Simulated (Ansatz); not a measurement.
**C2H3Sn radical: one species, many methods**

How much do the methods differ for C2H3Sn radical? The plan is to run it at one geometry with functionals of several rungs and with coupled cluster, and see how far each lands from CCSD(T) at the basis-set limit for the atomisation energy.

The runs use Ansatz 0.2.0, Gaussian basis; functionals in def2-TZVPP, the program's frozen cores in correlated methods.

Levels to be run: LDA (SPW92), PBE-D4, revPBE-D4, BLYP-D4, r2SCAN-D4, B97M-V, PBE0-D4, B3LYP-D4, r2SCANh-D4, r2SCAN0-D4, HSE06-D4, BHLYP-D4, CAM-B3LYP-D4, LC-ωPBE, ωB97X-V, ωB97M-V, B2PLYP, PBE-QIDH; CCSD(T)/def2-SVP; CCSD(T)/def2-TZVPP; CCSD(T)/def2-QZVPP; extrapolation to the limit; RPA on PBE.

## 1. Structure used throughout

The geometry comes from an earlier relaxation with PBE0-D4 in a triple-zeta def2 set; it is a stationary point. Sn takes the def2 core potential; no spin-orbit term is included.

SMILES `C#[C][SnH2]`, 6 atoms, charge 0, spin multiplicity 2.

Atoms are counted from 1 here; the program's logs count them from 0.

Bond lengths: C1–C2 1.209 Å, C1–H4 1.066 Å, C2–Sn3 2.081 Å, Sn3–H5 1.714 Å, Sn3–H6 1.714 Å. Angles: C2–C1–H4 178.8°, C1–C2–Sn3 174.3°, C2–Sn3–H5 107.8°, C2–Sn3–H6 107.8°, H5–Sn3–H6 111.7°.

## 2. LDA

This LDA is Slater exchange with PW92 correlation.

The input, in.yaml:

```yaml
crystal:
  periodic: [false, false, false]
  atoms:
    - {symbol: C, position_ang: [-0.393120, -1.829974, -0.172129]}
    - {symbol: C, position_ang: [-0.048361, -0.680146, -0.027594]}
    - {symbol: Sn, position_ang: [0.721132, 1.225223, 0.299999]}
    - {symbol: H, position_ang: [-0.715960, -2.837071, -0.307946]}
    - {symbol: H, position_ang: [0.813868, 2.019849, -1.216132]}
    - {symbol: H, position_ang: [-0.335559, 2.038019, 1.377702]}
basis:
  gaussian: {orbitals: def2-TZVPP}
magnetization: {spin_polarized: true, initial_magnetization: 1}
hamiltonian: {xc: lda}
output: {orbitals: {seedname: orbitals}}
```

Run with:

```
ansatz run in.yaml --threads 2 --pin off --events-out ev --progress --plain --max-ram 32768MiB --backend cpu
```

Further steps of the session: PBE-D4 (GGA); revPBE-D4 (GGA); BLYP-D4 (GGA); r2SCAN-D4 (meta-GGA); B97M-V (meta-GGA); PBE0-D4 (hybrid); B3LYP-D4 (hybrid); r2SCANh-D4 (hybrid); r2SCAN0-D4 (hybrid); HSE06-D4 (hybrid); BHLYP-D4 (hybrid); CAM-B3LYP-D4 (range-separated); LC-ωPBE (range-separated); ωB97X-V (range-separated); ωB97M-V (range-separated); B2PLYP (double hybrid); PBE-QIDH (double hybrid); CCSD(T) in def2-SVP; CCSD(T) in def2-TZVPP; CCSD(T) in def2-QZVPP; RPA on PBE orbitals.

Q: Predict the results of all the runs planned. Wanted: atomisation energy, CCSD(T)/CBS; farthest beyond LDA; mean size of error, GGA; mean size of error, meta-GGA; mean size of error, hybrid; mean size of error, range-separated; mean size of error, double hybrid; gap, smallest and largest; T1 diagnostic.

**Answer**, as computed:

```
                               quantity                                                                                                                              value
        atomisation energy, CCSD(T)/CBS                                                                                                                     476.3 kcal/mol
functionals within 4.8 kcal/mol (1.0 %)  revPBE-D4, BLYP-D4, r2SCAN-D4, B97M-V, PBE0-D4, B3LYP-D4, r2SCANh-D4, HSE06-D4, CAM-B3LYP-D4, LC-ωPBE, ωB97X-V, ωB97M-V, PBE-QIDH
                    farthest beyond LDA                                                                                                          BHLYP-D4 (-17.8 kcal/mol)
                mean size of error, GGA                                                                                                                       4.6 kcal/mol
           mean size of error, meta-GGA                                                                                                                       2.4 kcal/mol
             mean size of error, hybrid                                                                                                                       5.5 kcal/mol
    mean size of error, range-separated                                                                                                                       1.4 kcal/mol
      mean size of error, double hybrid                                                                                                                       4.7 kcal/mol
              gap, smallest and largest                                                                                           0.79 eV (LDA (SPW92)), 7.72 eV (LC-ωPBE)
                          T1 diagnostic                                                                                                                             0.0193
triples share of the correlation energy                                                                                                                              4.0 %
```

What this shows: The LDA atomisation energy is off by 71.5 kcal/mol (15 %): it overbinds. PBE-D4 is off by +10.6 kcal/mol. Double hybrids carry the basis error of their MP2 part in triple zeta, and no dispersion term here, so their miss is partly the set-up's. The rungs range-separated, meta-GGA, GGA, double hybrid miss on average by less than the doubt on the reference (4.8 kcal/mol), so they tie. The reference freezes the cores and leaves out spin-orbit coupling and excitations past (T), and its outer-core shells are covered unevenly, so misses under about 4.8 kcal/mol can't be ranked. All levels share the lack of spin-orbit coupling, which lowers the free heavy atoms and so the true binding. Hartree-Fock recovers 71 % of the binding; the rest is correlation. CCSD(T) in def2-SVP is off by -27.4 kcal/mol, more than most functionals: a good method in a small basis is no reference. Orbital gaps span 0.8 to 7.7 eV; exact exchange widens them. Correlated methods include outer-core shells of Sn, which these sets cover unevenly.
